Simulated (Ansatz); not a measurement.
# BGaH3N: ionisation energy by level of theory

The task here is to estimate one member of a computed series from the others.

Computed with Ansatz 0.2.0, Gaussian basis. Level: unrestricted cation, the program's frozen cores in correlated methods.

Levels to be run: UKS PBE-D4/def2-TZVPP; UKS r2SCAN-D4/def2-TZVPP; UKS PBE0-D4/def2-TZVPP; UKS B3LYP-D4/def2-TZVPP; UKS wB97X-V/def2-TZVPP; UKS wB97M-V/def2-TZVPP; UKS B2PLYP/def2-TZVPP; UHF-CCSD(T)/def2-TZVPP; UHF-MP2/def2-QZVPP; extrapolation to the limit; then −ε(HOMO) from the neutral's earlier runs with LDA (SPW92), PBE-D4, revPBE-D4, BLYP-D4, r2SCAN-D4, B97M-V, PBE0-D4, B3LYP-D4, r2SCANh-D4, r2SCAN0-D4, HSE06-D4, BHLYP-D4, CAM-B3LYP-D4, LC-ωPBE, ωB97X-V, ωB97M-V.

## The relaxed structure

The geometry comes from an earlier relaxation with PBE0-D4 in a triple-zeta def2 set; it is a stationary point.

SMILES `[BH]1[NH][GaH]1`, 6 atoms, charge 0, spin multiplicity 1.

Atoms are counted from 1 here; the program's logs count them from 0.

Bond lengths: B1–N2 1.367 Å, B1–Ga3 2.011 Å, B1–H4 1.191 Å, N2–Ga3 1.953 Å, N2–H5 1.013 Å, Ga3–H6 1.556 Å. Angles: N2–B1–Ga3 67.6°, N2–B1–H4 139.5°, Ga3–B1–H4 152.9°, B1–N2–Ga3 72.1°, B1–N2–H5 130.1°, Ga3–N2–H5 157.8°, B1–Ga3–N2 40.3°, B1–Ga3–H6 159.4°, N2–Ga3–H6 119.1°.

Geometry (Å):

```mol
BGaH3N
  3D, bonds by distance, orders not assigned

  6  6  0  0  0  0  0  0  0  0999 V2000
   -0.5963   -0.7595   -0.3152 B   0  0
    0.2932    0.2151   -0.6725 N   0  0
    0.0808    0.2786    1.2680 Ga  0  0
   -1.2599   -1.6100   -0.8206 H   0  0
    0.6436    0.4755   -1.5871 H   0  0
    0.8806    1.3363    2.0813 H   0  0
  1  2  8  0
  2  3  8  0
  1  4  8  0
  2  5  8  0
  3  6  8  0
  1  3  8  0
M  END
```

Set-up of the first run:

in.yaml reads:

```yaml
crystal:
  periodic: [false, false, false]
  atoms:
    - {symbol: B, position_ang: [-0.596328, -0.759467, -0.315187]}
    - {symbol: N, position_ang: [0.293202, 0.215069, -0.672517]}
    - {symbol: Ga, position_ang: [0.080810, 0.278621, 1.268034]}
    - {symbol: H, position_ang: [-1.259863, -1.610033, -0.820635]}
    - {symbol: H, position_ang: [0.643649, 0.475463, -1.587076]}
    - {symbol: H, position_ang: [0.880629, 1.336347, 2.081281]}
basis:
  gaussian: {orbitals: def2-TZVPP}
total_charge: 1
magnetization: {spin_polarized: true, initial_magnetization: 1}
hamiltonian: {xc: pbe, dispersion: d4}
```

The run is started by

```console
$ ansatz run in.yaml --threads 2 --pin off --events-out ev --progress --plain --max-ram 4352MiB
```

Steps of the session up to this table: Cation, UKS PBE-D4/def2-TZVPP; Cation, UKS r2SCAN-D4/def2-TZVPP; Cation, UKS PBE0-D4/def2-TZVPP; Cation, UKS B3LYP-D4/def2-TZVPP; Cation, UKS wB97X-V/def2-TZVPP; Cation, UKS wB97M-V/def2-TZVPP; Cation, UKS B2PLYP (frozen core)/def2-TZVPP; Cation, UHF-CCSD(T)/def2-TZVPP; Cation, UHF-MP2/def2-QZVPP.

One table of the session follows, with a row left open; its other results are not shown here.

For comparison, −ε(HOMO) of the neutral from earlier runs:

| functional | −ε(HOMO) (eV) |
| --- | --- |
| LDA (SPW92) | 5.51 |
| PBE-D4 | 5.38 |
| revPBE-D4 | 5.33 |
| BLYP-D4 | 5.28 |
| r2SCAN-D4 | 5.58 |
| B97M-V | 5.60 |
| PBE0-D4 | 6.36 |
| B3LYP-D4 | 6.22 |
| r2SCANh-D4 | 5.95 |
| r2SCAN0-D4 | ? |
| HSE06-D4 | 5.97 |
| BHLYP-D4 | 7.26 |
| CAM-B3LYP-D4 | 7.61 |
| LC-ωPBE | 8.82 |
| ωB97X-V | 8.53 |
| ωB97M-V | 8.40 |

**Question.** Estimate the row for r2SCAN0-D4.

Worked estimate for «−ε(HOMO) (eV)». Against the share of exact exchange, r2SCAN-D4 (0, 5.58), r2SCANh-D4 (0.1, 5.95) give a slope of 3.70 per unit share; at 0.25 the line stands at 6.50.

The run gave: −ε(HOMO) (eV): 6.49. In «−ε(HOMO) (eV)» the line misses by +0.01.
